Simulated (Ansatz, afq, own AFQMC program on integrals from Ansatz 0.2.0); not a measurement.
**AlGeH2+ (triplet): AFQMC on the coupled-cluster ladder, cc-pVDZ**

Aim: compute AlGeH2+ (triplet) with auxiliary-field quantum Monte Carlo on the same integrals as coupled cluster, and set the energies side by side.

Method: cc-pVDZ, frozen cores; program: Ansatz 0.2.0, Gaussian basis, and an in-house AFQMC program (afq) on its integrals; all values are calculated.

The runs, in order: PBE (unrestricted); r2SCAN (unrestricted); PBE0 (unrestricted); B3LYP (unrestricted); wB97M-V (unrestricted); B2PLYP (unrestricted); CCSD(T) on UHF; CCSDT(Q) on UHF; Phaseless AFQMC, CISD trial on UHF.

### 1 What is computed

The geometry is a PBE0/def2-TZVP stationary point (not a proven minimum) of the parent state, kept for this charge and spin. No spin-orbit coupling is included. The filled d shell of Ge may be among the frozen orbitals whatever the setting's name suggests; the logs give the count.

4 atoms, charge 1, spin multiplicity 3.

Atoms are counted from 1 here; the program's logs count them from 0.

Bond lengths: Ge1–Al2 2.428 Å, Ge1–H3 1.680 Å, Ge1–H4 1.680 Å, Al2–H3 1.968 Å, Al2–H4 1.968 Å. Angles: Al2–Ge1–H3 53.6°, Al2–Ge1–H4 53.6°, H3–Ge1–H4 77.7°, Ge1–Al2–H3 43.4°, Ge1–Al2–H4 43.4°, H3–Al2–H4 64.7°, Ge1–H3–Al2 83.0°, Ge1–H4–Al2 83.0°.

### 2 PBE (unrestricted)

Input file in.yaml:

```yaml
crystal:
  periodic: [false, false, false]
  atoms:
    - {symbol: Ge, position_ang: [-0.010810, 0.000000, 0.664351]}
    - {symbol: Al, position_ang: [-0.032709, -0.000001, -1.763111]}
    - {symbol: H, position_ang: [0.827334, -1.053378, -0.340814]}
    - {symbol: H, position_ang: [0.827335, 1.053377, -0.340815]}
basis:
  gaussian: {orbitals: cc-pVDZ}
total_charge: 1
magnetization: {spin_polarized: true, initial_magnetization: 2}
hamiltonian: {xc: {name: PBE}}
output: {orbitals: {seedname: orbitals}}
```

The run is started by

```sh
$ ansatz run in.yaml --threads 1 --pin off --events-out ev --progress --plain --max-ram 1382MiB
```

Log:

```text
Functional definition: PBE
  name "PBE"
  cite "Perdew, Burke & Ernzerhof, Phys. Rev. Lett. 77, 3865 (1996) doi:10.1103/PhysRevLett.77.3865"
  parent pbe
  parameter kappa = 0.804
  parameter beta = 0.06672455060314922
  exchange = pbe_x(kappa = kappa, mu = beta*pi^2/3)
  correlation = pbe_c(beta = beta)
595 factors; integrals over basis functions are off by at most 1.2e-3 eV
mean field evaluation 1: about -63121.4720 eV, gradient 1.6e1 eV
mean field evaluation 2: about -63113.7113 eV, gradient 3.1e1 eV
mean field evaluation 4: about -63124.2766 eV, gradient 3.9e0 eV
mean field evaluation 8: about -63124.4454 eV, gradient 4.3e-2 eV
mean field evaluation 16: about -63122.2987 eV, gradient 5.1e0 eV
mean field -63124.44541895 eV, -2319.7805818604 hartree, gradient 7.5e-5 eV, S^2 2.003832; 0 other end points of the search recorded, 0 dependent functions left out
reference -63124.44545408 eV, -2319.7805831517 hartree; 24, 22 occupied and 31, 33 virtual orbitals, 595 factors
Total energy: -63124.44545408 eV, -2319.7805831517 hartree
```

Wall time 2.6 s (1 thread of Arm Neoverse V1, shared host).

From the report: ⟨S²⟩ of the determinant 2.004 (pure triplet: 2.00).

### 3 r2SCAN (unrestricted)

in.yaml: that of step 2 with these lines changed.

```diff
@@ -11,3 +11,2 @@
 magnetization: {spin_polarized: true, initial_magnetization: 2}
-hamiltonian: {xc: {name: PBE}}
-output: {orbitals: {seedname: orbitals}}
+hamiltonian: {xc: {name: r2SCAN}}
```

Launched as before.

Log:

```text
Functional definition: r2SCAN
  name "r2SCAN"
  cite "Furness, Kaplan, Ning, Perdew & Sun, J. Phys. Chem. Lett. 11, 8208 (2020) doi:10.1021/acs.jpclett.0c02405"
  cite "Furness, Kaplan, Ning, Perdew & Sun, J. Phys. Chem. Lett. 11, 9248 (2020) doi:10.1021/acs.jpclett.0c03077"
  parent r2scan
  parameter k0 = 0.174
  parameter k1 = 0.065
  parameter a1 = 4.9479
  exchange = r2scan_x(k0 = k0, k1 = k1, a1 = a1)
  correlation = r2scan_c
595 factors; integrals over basis functions are off by at most 1.2e-3 eV
mean field evaluation 1: about -63133.1560 eV, gradient 1.5e1 eV
mean field evaluation 2: about -63128.7763 eV, gradient 2.5e1 eV
mean field evaluation 4: about -63135.5772 eV, gradient 2.1e0 eV
mean field evaluation 8: about -63135.6302 eV, gradient 3.9e-2 eV
mean field evaluation 16: about -63135.6302 eV, gradient 4.4e-5 eV
mean field -63135.63023478 eV, -2320.1916162610 hartree, gradient 3.5e-5 eV, S^2 2.008685; 0 other end points of the search recorded, 0 dependent functions left out
reference -63135.63024785 eV, -2320.1916167414 hartree; 24, 22 occupied and 31, 33 virtual orbitals, 595 factors
Total energy: -63135.63024785 eV, -2320.1916167414 hartree
```

Run time: 5.5 s. Hardware: 1 thread of Arm Neoverse V1, shared host.

From the report: ⟨S²⟩ of the determinant 2.009 (pure triplet: 2.00).

### 4 PBE0 (unrestricted)

in.yaml: that of step 3 with these lines changed.

```diff
@@ -11,2 +11,3 @@
 magnetization: {spin_polarized: true, initial_magnetization: 2}
-hamiltonian: {xc: {name: r2SCAN}}
+hamiltonian: {xc: {name: PBE0}}
+output: {orbitals: {seedname: orbitals}}
```

Launched as before.

Log:

```text
Functional definition: PBE0
  name "PBE0"
  cite "Adamo & Barone, J. Chem. Phys. 110, 6158 (1999) doi:10.1063/1.478522"
  cite "Perdew, Burke & Ernzerhof, Phys. Rev. Lett. 77, 3865 (1996) doi:10.1103/PhysRevLett.77.3865"
  parent pbe
  parameter a = 0.25
  parameter kappa = 0.804
  parameter beta = 0.06672455060314922
  exchange = (1 - a)*pbe_x(kappa = kappa, mu = beta*pi^2/3) + a*exact_x
  correlation = pbe_c(beta = beta)
595 factors; integrals over basis functions are off by at most 1.2e-3 eV
mean field evaluation 1: about -63124.5919 eV, gradient 1.3e1 eV
mean field evaluation 2: about -63124.3277 eV, gradient 1.4e1 eV
mean field evaluation 4: about -63126.4155 eV, gradient 8.7e-1 eV
mean field evaluation 8: about -63126.4516 eV, gradient 2.9e-2 eV
mean field evaluation 16: about -63126.4517 eV, gradient 1.4e-4 eV
mean field -63126.45168484 eV, -2319.8543107723 hartree, gradient 4.4e-5 eV, S^2 2.007170; 0 other end points of the search recorded, 0 dependent functions left out
reference -63126.45171106 eV, -2319.8543117357 hartree; 24, 22 occupied and 31, 33 virtual orbitals, 595 factors
Total energy: -63126.45171106 eV, -2319.8543117357 hartree
```

Wall time 3.3 s (1 thread of Arm Neoverse V1, shared host).

From the report: ⟨S²⟩ of the determinant 2.007 (pure triplet: 2.00).

### 5 B3LYP (unrestricted)

in.yaml: that of step 4 with these lines changed.

```diff
@@ -11,3 +11,2 @@
 magnetization: {spin_polarized: true, initial_magnetization: 2}
-hamiltonian: {xc: {name: PBE0}}
-output: {orbitals: {seedname: orbitals}}
+hamiltonian: {xc: {name: B3LYP}}
```

Same command.

Log, cut to the lines that bear on the results:

```text
Functional definition: B3LYP
  name "B3LYP"
  cite "Stephens, Devlin, Chabalowski & Frisch, J. Phys. Chem. 98, 11623 (1994) doi:10.1021/j100096a001"
  cite "Becke, Phys. Rev. A 38, 3098 (1988) doi:10.1103/PhysRevA.38.3098"
  cite "Lee, Yang & Parr, Phys. Rev. B 37, 785 (1988) doi:10.1103/PhysRevB.37.785"
  cite "Vosko, Wilk & Nusair, Can. J. Phys. 58, 1200 (1980) doi:10.1139/p80-159"
[...]
595 factors; integrals over basis functions are off by at most 1.2e-3 eV
[...]
mean field -63138.49753337 eV, -2320.2969875407 hartree, gradient 3.5e-5 eV, S^2 2.005452; 0 other end points of the search recorded, 0 dependent functions left out
reference -63138.49773602 eV, -2320.2969949879 hartree; 24, 22 occupied and 31, 33 virtual orbitals, 595 factors
Total energy: -63138.49773602 eV, -2320.2969949879 hartree
```

It took 2.9 s on 1 thread of Arm Neoverse V1, shared host.

From the report: ⟨S²⟩ of the determinant 2.005 (pure triplet: 2.00).

### 6 wB97M-V (unrestricted)

in.yaml: that of step 5 with these lines changed.

```diff
@@ -11,2 +11,3 @@
 magnetization: {spin_polarized: true, initial_magnetization: 2}
-hamiltonian: {xc: {name: B3LYP}}
+hamiltonian: {xc: {name: wB97M-V}}
+output: {orbitals: {seedname: orbitals}}
```

Launched as before.

Log, cut to the lines that bear on the results:

```text
Functional definition: wB97M-V
  name "wB97M-V"
  cite "Mardirossian & Head-Gordon, J. Chem. Phys. 144, 214110 (2016) doi:10.1063/1.4952647"
  cite "Becke, J. Chem. Phys. 107, 8554 (1997) doi:10.1063/1.475007"
  cite "Vydrov & Van Voorhis, J. Chem. Phys. 133, 244103 (2010) doi:10.1063/1.3521275"
  # Of w^i u^j: cxij and so on, Table III.
[...]
  gx(w, u) = 1 - cx + cx01*u + cx10*w
  gss(w, u) = css00 + css04*u^4 + css10*w + css20*w^2 + css43*w^4*u^3
  gos(w, u) = cos00 + cos10*w + (cos20 + cos21*u)*w^2 + (cos60 + cos61*u)*w^6
[...]
      + integral(e_c_pw_mod_opposite_spin*gos(b97_w_opposite, b97_u_opposite)) + vv10(b, c)
595 factors; integrals over basis functions are off by at most 1.2e-3 eV
186 factors; integrals over basis functions are off by at most 1.2e-5 eV
[...]
mean field -63132.84933759 eV, -2320.0894201743 hartree, gradient 4.2e-5 eV, S^2 2.006916; 2 other end points of the search recorded, 0 dependent functions left out
reference -63132.84937414 eV, -2320.0894215174 hartree; 24, 22 occupied and 31, 33 virtual orbitals, 595 factors
Total energy: -63132.84937414 eV, -2320.0894215174 hartree
```

It took 16 s on 1 thread of Arm Neoverse V1, shared host; peak memory 0.25 GiB.

From the report: ⟨S²⟩ of the determinant 2.007 (pure triplet: 2.00).

### 7 B2PLYP (unrestricted)

in.yaml: that of step 6 with these lines changed.

```diff
@@ -11,3 +11,3 @@
 magnetization: {spin_polarized: true, initial_magnetization: 2}
-hamiltonian: {xc: {name: wB97M-V}}
-output: {orbitals: {seedname: orbitals}}
+hamiltonian: {xc: {name: B2PLYP}}
+correlation: {electrons: outside_noble_gas}
```

Launched as before.

Log, cut to the lines that bear on the results:

```text
Functional definition: B2PLYP
  name "B2PLYP"
  cite "Grimme, J. Chem. Phys. 124, 034108 (2006) doi:10.1063/1.2148954"
  cite "Becke, Phys. Rev. A 38, 3098 (1988) doi:10.1103/PhysRevA.38.3098"
  cite "Lee, Yang & Parr, Phys. Rev. B 37, 785 (1988) doi:10.1103/PhysRevB.37.785"
[...]
595 factors; integrals over basis functions are off by at most 1.2e-3 eV
[...]
mean field -63120.79142628 eV, -2319.6463001068 hartree, gradient 4.9e-6 eV, S^2 2.011551; 2 other end points of the search recorded, 0 dependent functions left out
19 core orbitals not correlated: weight in the atoms' cores, before any rotation towards them, 0.999 or more for the frozen orbitals, at most 0.001 for the correlated occupied ones
reference -63120.79155349 eV, -2319.6463047817 hartree; 5, 3 occupied and 31, 33 virtual orbitals, 595 factors
second order -4.14798833 eV of doubles, -0.00000000 eV of singles
Total energy: -63121.91151034 eV, -2319.6874624368 hartree
```

Run time: 3.5 s. Hardware: 1 thread of Arm Neoverse V1, shared host.

From the report: ⟨S²⟩ of the determinant 2.012 (pure triplet: 2.00).

### 8 CCSD(T) on UHF

in.yaml: that of step 7 with these lines changed.

```diff
@@ -11,3 +11,2 @@
 magnetization: {spin_polarized: true, initial_magnetization: 2}
-hamiltonian: {xc: {name: B2PLYP}}
-correlation: {electrons: outside_noble_gas}
+correlation: {method: ccsd_t, electrons: outside_noble_gas, hamiltonian_folder: ham}
```

Launched as before.

Log, cut to the lines that bear on the results:

```text
Functional definition: HF
  name "HF"
  cite "Fock, Z. Phys. 61, 126 (1930) doi:10.1007/BF01340294"
  parent pbe
[...]
595 factors; integrals over basis functions are off by at most 1.2e-3 eV
[...]
mean field -63078.06034510 eV, -2318.0759618375 hartree, gradient 2.4e-6 eV, S^2 2.016938; 2 other end points of the search recorded, 0 dependent functions left out
19 core orbitals not correlated: weight in the atoms' cores, before any rotation towards them, 1.000 or more for the frozen orbitals, at most 0.000 for the correlated occupied ones
reference -63078.06034510 eV, -2318.0759618375 hartree; 5, 3 occupied and 31, 33 virtual orbitals, 595 factors
second order -3.08230417 eV of doubles, -0.00000000 eV of singles
cycle   1  -3.62851496 eV  change   -5.5e-1 eV  update   7.7e-2
[...]
cycle  14  -3.92758984 eV  change    3.1e-6 eV  update   5.5e-6
perturbative correction -0.16647734 eV, -0.0061179293 hartree
Total energy: -63082.15441228 eV, -2318.2264160312 hartree
```

Wall time 4.1 s (1 thread of Arm Neoverse V1, shared host).

From the report: ⟨S²⟩ of the determinant 2.017 (pure triplet: 2.00); correlation -4.0941 eV; T1 0.050; largest double amplitude 0.06.

This run also writes the integrals to the folder ham.

### 9 CCSDT(Q) on UHF

in.yaml: that of step 8 with these lines changed.

```diff
@@ -11,2 +11,2 @@
 magnetization: {spin_polarized: true, initial_magnetization: 2}
-correlation: {method: ccsd_t, electrons: outside_noble_gas, hamiltonian_folder: ham}
+correlation: {method: ccsdt_q, electrons: outside_noble_gas}
```

Same command.

Log, cut to the lines that bear on the results:

```text
Functional definition: HF
  name "HF"
  cite "Fock, Z. Phys. 61, 126 (1930) doi:10.1007/BF01340294"
  parent pbe
[...]
1102 factors; integrals over basis functions are off by at most 2.0e-7 eV
[...]
mean field -63078.06043373 eV, -2318.0759650945 hartree, gradient 2.5e-6 eV, S^2 2.016938; 2 other end points of the search recorded, 0 dependent functions left out
19 core orbitals not correlated: weight in the atoms' cores, before any rotation towards them, 1.000 or more for the frozen orbitals, at most 0.000 for the correlated occupied ones
reference -63078.06043373 eV, -2318.0759650945 hartree; 5, 3 occupied and 31, 33 virtual orbitals, 1102 factors
second order -3.08232972 eV of doubles, -0.00000000 eV of singles
cycle   1  -3.62851154 eV  change   -5.5e-1 eV  update   8.6e-2
[...]
cycle  21  -4.13767634 eV  change    5.6e-7 eV  update   3.0e-7
perturbative correction -0.01061254 eV, -0.0003900037 hartree
Total energy: -63082.20872261 eV, -2318.2284118992 hartree
```

Wall time 18 s (1 thread of Arm Neoverse V1, shared host).

From the report: ⟨S²⟩ of the determinant 2.017 (pure triplet: 2.00); correlation -4.1483 eV; T1 0.059; largest double amplitude 0.08.

### 10 Phaseless AFQMC, CISD trial on UHF

It reads the integrals that the CCSD(T) run on this determinant wrote.

The run is started by

```sh
$ afq ham --method phaseless --trial cisd --walkers 60 --populations 1 --least-time 40 --time-step 0.005 --steps-per-block 50 --equilibration-blocks 28 --max-blocks 300 --target-error 0.00034 --factor-cut 1e-05 --start spin_pure --seed 1860 --release-times 0.24,0.51,0.99,1.62,2.4 --release-step 0.03 --release-every 4 --taylor-order 6
```

Log:

```text
orbitals 36  electrons 5 3  factors 290 of 595
reference energy -2318.07596184 Eh
CCSD correlation -0.14433638 Eh in 16 cycles, weight of the determinant in the CISD state 0.8542
energy of the start -2318.219991 Eh
 block  time / (1/Eh)  mean weight  energy / Eh
     1     0.250  1.0009  -2318.218887
     2     0.500  1.0014  -2318.219900
     3     0.750  1.0002  -2318.220793
     4     1.000  1.0000  -2318.222147
     5     1.250  0.9988  -2318.221314
     6     1.500  1.0013  -2318.222385
     7     1.750  1.0007  -2318.224615
     8     2.000  0.9986  -2318.225699
     9     2.250  1.0000  -2318.224853
    10     2.500  1.0001  -2318.224827
    11     2.750  0.9995  -2318.226007
    16     4.000  0.9989  -2318.225395
    21     5.250  0.9989  -2318.226496
    26     6.500  0.9987  -2318.228333
    31     7.750  0.9995  -2318.225349
    36     9.000  0.9985  -2318.230995
    41    10.250  0.9990  -2318.224480
    46    11.500  0.9994  -2318.228859
    51    12.750  1.0019  -2318.230753
    56    14.000  0.9988  -2318.225437
    61    15.250  1.0002  -2318.226488
    66    16.500  0.9993  -2318.224675
    71    17.750  0.9999  -2318.233003
    76    19.000  1.0004  -2318.228122
    81    20.250  0.9993  -2318.228162
    86    21.500  1.0003  -2318.229374
    91    22.750  1.0000  -2318.225227
    96    24.000  1.0013  -2318.228817
   101    25.250  0.9994  -2318.226131
   106    26.500  0.9993  -2318.223522
   111    27.750  1.0025  -2318.228910
   116    29.000  1.0007  -2318.228473
   121    30.250  1.0003  -2318.224288
   126    31.500  1.0008  -2318.226757
   131    32.750  1.0012  -2318.222626
   136    34.000  1.0021  -2318.225176
   141    35.250  1.0014  -2318.222620
   146    36.500  0.9995  -2318.225452
   151    37.750  0.9987  -2318.228261
   156    39.000  1.0005  -2318.229306
   161    40.250  1.0018  -2318.225699
   166    41.500  1.0007  -2318.228639
   171    42.750  0.9997  -2318.226943
   176    44.000  0.9996  -2318.228035
   181    45.250  0.9999  -2318.228733
   186    46.500  0.9993  -2318.233427
   191    47.750  1.0010  -2318.232596
   196    49.000  0.9996  -2318.230955
   201    50.250  1.0019  -2318.224151
   206    51.500  0.9993  -2318.226693
blocks merged  error / Eh  count
     1  0.000194  180
     2  0.000250  90
     4  0.000312  45
     8  0.000336  22
    16  0.000384  11
released: time / (1/Eh)  energy / Eh  error  mean overlap
  0.24  -2318.227516  0.000356  1.0025
  0.51  -2318.227635  0.000287  1.0062
  0.99  -2318.227803  0.000342  1.0148
  1.62  -2318.228379  0.000365  1.0050
  2.40  -2318.228087  0.000541  1.0270
energy -2318.227584 +/- 0.000336 Eh
```

It took 4.1 min on 1 thread of Arm Neoverse V1, shared host.

Energy -63082.1862 ± 0.0091 eV. Caveats: constraint bias not in the error.

### 11 All levels side by side

On the UHF determinant, counted from CCSDT(Q) (a yardstick, not exact):

```csv
level,energy (eV),from CCSDT(Q) (kJ/mol),statistical error (kJ/mol),time
HF,-63078.0603,+400.3,,
MP2,-63081.1426,+102.9,,
CCSD,-63081.9879,+21.3,,
CCSD(T),-63082.1544,+5.2,,
CCSDT(Q),-63082.2087,0.0,,
"Phaseless AFQMC, CISD trial, step 0.005, 60 walkers",-63082.1862,+2.2,0.9,4.1 min
```

The functionals' totals stand on their own zeros and serve differences with other points: PBE -63124.445 eV; r2SCAN -63135.630 eV; PBE0 -63126.452 eV; B3LYP -63138.498 eV; wB97M-V -63132.849 eV; B2PLYP -63121.912 eV.

### 12 Summary of results

| quantity | value |
| --- | --- |
| CCSD(T) on UHF from CCSDT(Q) | +5.2 kJ/mol |
| Phaseless AFQMC, CISD trial on UHF from CCSDT(Q) | +2.2 ± 0.9 kJ/mol |

What this shows: On UHF the phaseless walk with the CISD trial lies +2.2 kJ/mol from CCSDT(Q), within three error bars. Error bars are statistical and leave out the constraint, the time step and what remains of the start.
